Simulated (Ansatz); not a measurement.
# C2H4Br: the cost of one run

Program: Ansatz 0.2.0. Level of theory: UKS PBE-D4/def2-SVP. These are calculated values, not measurements.

### Step 1. The starting structure

Bond lengths: C3–C4 1.300 Å, C3–H5 1.071 Å, C4–H6 1.078 Å, C4–H7 1.083 Å. Angles: C3–C4–H6 123.0°, C3–C4–H7 121.5°, H6–C4–H7 115.5°, C4–C3–H5 130.6°.

Structure file:

```xyz
7

H    -0.5223   -0.8649   -0.7116
Br   -0.2989   -2.7449   -1.3384
C    -0.3448    0.4299   -0.2550
C     0.4554    0.6212    0.7517
H    -0.9068    1.1279   -0.8416
H     0.9665   -0.1826    1.2555
H     0.6508    1.6133    1.1394
```

### Step 2. A restrained relaxation towards end A

Springs on the bonds that form and break draw the guess towards this end; the thresholds are loose.

input.yaml reads:

```yaml
crystal:
  periodic: [false, false, false]
  atoms:
    - { symbol: H, position_ang: [-0.5223, -0.8649, -0.7116] }
    - { symbol: Br, position_ang: [-0.2989, -2.7449, -1.3384] }
    - { symbol: C, position_ang: [-0.3448, 0.4299, -0.255] }
    - { symbol: C, position_ang: [0.4554, 0.6212, 0.7517] }
    - { symbol: H, position_ang: [-0.9068, 1.1279, -0.8416] }
    - { symbol: H, position_ang: [0.9665, -0.1826, 1.2555] }
    - { symbol: H, position_ang: [0.6508, 1.6133, 1.1394] }
magnetization:
  spin_polarized: true
  initial_magnetization: 1
basis:
  gaussian: { orbitals: def2-SVP }
hamiltonian:
  xc: pbe
  dispersion: d4
relax:
  f_tol: 0.15
  max_steps: 25
  restrain:
    - { distance: [0, 2], at: 2.37, k: 30.0 }
    - { distance: [1, 0], at: 1.51, k: 30.0 }
```

Launch:

```
$ ansatz run input.yaml --threads 2 --pin off --max-ram 3072MiB --backend cpu --events-out ev --progress --plain --runs-dir out
```

What time and memory should one allow on 2 threads of Arm Neoverse N1, shared host?

About 26 s, with a peak of 0.18 GiB.
